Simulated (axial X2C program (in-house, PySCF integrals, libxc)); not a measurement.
**A two-component session on CoH: properties at the nuclei**

Wanted for CoH: properties at the nuclei, at the two-component level.

Method: two-component X2C with atomic mean-field terms, Co dyall-acv3z, H dyall-av3z; program: an in-house X2C program for linear molecules on PySCF integrals.

All values are calculated.

## (1) The job

Input file task.json:

```json
{"zs": [27, 1], "q": 0, "bas": ["dyall-acv3z", "dyall-av3z"], "r0": 1.43, "levels": ["PBE0", "HF", "B3LYP"], "nst": 1, "ff": 1, "thr": -3.5, "nmax": 130, "opt": {"ecut": 60}}
```

Keys: zs atomic numbers; q charge; bas basis sets; r0 starting distance in Å; levels methods (HF also brings MP2); nst determinants followed; ff finite-field run; thr threshold in hartree for freezing inner shells (an s shell follows its p shell); nmax most natural virtual spinors; ecut virtual cutoff in hartree.

Started as:

```
python soeom.py task.json out
```

After this run come: Expectation values, lowest determinant; Finite-field coupled cluster.

What does the calculation give? Wanted: lowest determinant; Eeff magnitude; Ws magnitude Co; A∥/gI Co; qzz Co (for each run or level that gives them).

The runs gave:

```
                       quantity                                           value
             lowest determinant  Ω = 4 (excess of +ω over −ω: ω = 3/2, ω = 5/2)
   Eeff magnitude (GV/cm), PBE0                                           0.378
    Ws magnitude Co (kHz), PBE0                                          0.0316
           A∥/gI Co (MHz), PBE0                                             354
            qzz Co (a.u.), PBE0                                           -0.76
Eeff magnitude (GV/cm), CCSD(T)                                            1.36
 Ws magnitude Co (kHz), CCSD(T)                                           0.121
        A∥/gI Co (MHz), CCSD(T)                                             253
         qzz Co (a.u.), CCSD(T)                                           -0.24
```

In words: In the first state, the effective field runs from 0.337 to 1.7 GV/cm over the mean-field levels, so the levels don't agree on it. The expectation values come from single determinants, which for open shells can mix terms of unlike spin or miss the lowest Ω, so a determinant need not be a state. Eeff is the effective electric field on the electron dipole moment in this Ω state and Ws the scalar–pseudoscalar constant (defined with the proton number Z and per Ω); A∥ is the parallel hyperfine constant, which follows by multiplying with the nuclear g factor gI = μI/(I μN); qzz is the electric field gradient, eQq0 = 234.96 MHz × Q/barn × qzz; μ is positive if H is the positive end. The operators were transformed with the bare-nucleus X2C matrices. Correlation of the inner shells is missing, which matters for properties at the nucleus.
